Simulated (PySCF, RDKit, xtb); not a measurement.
**SnNH3F+: from the formula to a structure**

Given the formula SnNH3F+ (charge +1) and nothing else, which arrangement of the atoms is the most stable in the gas at 298.15 K, and what are its properties?

The funnel: GFN2-xTB relaxations, single points with a density functional, relaxations at PBE0-D4/def2-SVP, harmonic vibrations (at GFN2-xTB), and a last energy at a higher level. All values are calculated.

1 further run of the same task is left out (it didn't finish).

## (1) Drawing up candidates

A program enumerates the bonding patterns with one Lewis structure each (two rings at most, one unusual centre or charged pair), with their diastereomers. O–O, O–halogen and N–halogen bonds and N–N–N chains are not drawn. That gives 3 candidates.

```
label           SMILES     spin
 c426    [NH3+][Sn][F]  singlet
 c536  [NH2+]=[SnH][F]  singlet
 c690    [NH3+][Sn][F]  triplet
```

Candidates are built by distance geometry, with a force field where one applies, in up to four conformers (letters a to d). 8 starts with atoms placed at random are added, to find patterns that the rules miss.

**Question.** With final energies at CCSD(T)/def2-SVP + MP2/def2-TZVPP - MP2/def2-SVP, which structure will this search put lowest in free energy, and by what margin?

| quantity | value |
| --- | --- |
| lowest structure found | [NH3+][Sn][F], singlet |
| next finalist | [NH2+]=[SnH][F], singlet, 60.6 kcal/mol higher in G |
| share at equilibrium, among the finalists | 100.0 % |
| lowest excitation (TD-PBE0/def2-SVPD) | 5.02 eV (f = 0.072) |
| strongest of the states computed, same level | 7.15 eV (f = 0.334) |
| lowest triplet excitation, same level, Tamm-Dancoff | 3.65 eV |

The search ends on `[NH3+][Sn][F]`. The margin of 60.6 kcal/mol over the next finalist is beyond the usual error of the last level; it says nothing of structures that weren't ranked. GFN2-xTB, HF/STO-3G, r2SCAN-D4/def2-SVP, PBE0-D4/def2-SVP, HF/def2-SVP and MP2/def2-SVP already put its bonding pattern lowest among the structures in one piece. Spin-orbit coupling, which matters for elements this heavy, is left out. The search is not exhaustive (a finite list of starts, one conformer a finalist), so a lower isomer can't be ruled out. Patterns outside the rules of the enumeration were met only by chance.
